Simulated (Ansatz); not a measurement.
**MgSnP2: a single-point run**

Wanted: a converged single-point run for MgSnP2, and a check of what comes out. The structure is shown as the input types it. The cell is built on a prototype (ordering on zincblende) and needn't be the phase found in nature.

Computed with Ansatz 0.2.0 (density functional or hybrid calculation with the settings of its input, plane waves (as first typed), unless a step's input says otherwise).

1 further run of the same task is left out (it didn't finish).

## (1) The starting structure

It takes space group P-4m2 (No. 115, tetragonal). The conventional cell has a = 4.085 Å, b = 4.085 Å, c = 5.970 Å, α = 90.00°, β = 90.00°, γ = 90.00°. Mg (site symmetry -4m2) has 4 P at 2.52 Å as nearest neighbours. P (site symmetry 2mm) has 2 Mg at 2.52 Å and 2 Sn at 2.53 Å as nearest neighbours. Around Sn (site symmetry -4m2) lie 4 P at 2.53 Å.

As a file:

```cif
data_structure
_symmetry_space_group_name_H-M 'P 1'
_symmetry_Int_Tables_number 1
_cell_length_a 4.0848
_cell_length_b 4.0848
_cell_length_c 5.9699
_cell_angle_alpha 90.000
_cell_angle_beta 90.000
_cell_angle_gamma 90.000
_cell_volume 99.61
loop_
_atom_site_label
_atom_site_type_symbol
_atom_site_fract_x
_atom_site_fract_y
_atom_site_fract_z
_atom_site_occupancy
Mg1 Mg 0.00000 0.00000 0.00000 1
P1 P 0.00000 0.50000 0.24852 1
Sn1 Sn 0.50000 0.50000 0.50000 1
P2 P 0.50000 0.00000 0.75148 1
```

## (2) Running it

File input.yaml:

```yaml
crystal:
  lattice:
    - [4.0847604115, 0.0, 0.0]
    - [0.0, 4.0847604115, 0.0]
    - [0.0, 0.0, 5.9698508676]
  atoms:
    - { symbol: Mg, position: [0.0, 0.0, 0.0] }
    - { symbol: P, position: [0.0, 0.5, 0.2485162027] }
    - { symbol: Sn, position: [0.5, 0.5, 0.5] }
    - { symbol: P, position: [0.5, 0.0, 0.7514837973] }
kpoints:
  mp_grid: { grid: [4, 4, 4] }
hamiltonian:
  xc: pbesol
scf:
  occupations: { method: fixed }
  n_extra_bands: 5
  convergence: { dr2_threshold: 0.0 }
  max_iter: 64
output:
  forces: true
  stress: true
  eigenvalues: true
```

Started as:

```console
> ansatz run input.yaml --threads 4 --pin off --max-ram 3686MiB --backend cpu --events-out ev --progress --plain --runs-dir out
```

What happens when this is run?

The run ended at the input check. The line that matters: «invalid value for `scf.convergence.dr2_threshold`: must be finite and > 0; got 0 eV»

In the input, scf.convergence.dr2_threshold is 0.0. The program checks this value's range before starting, and it fails the check.

What to do: delete scf.convergence.dr2_threshold (the default then holds).
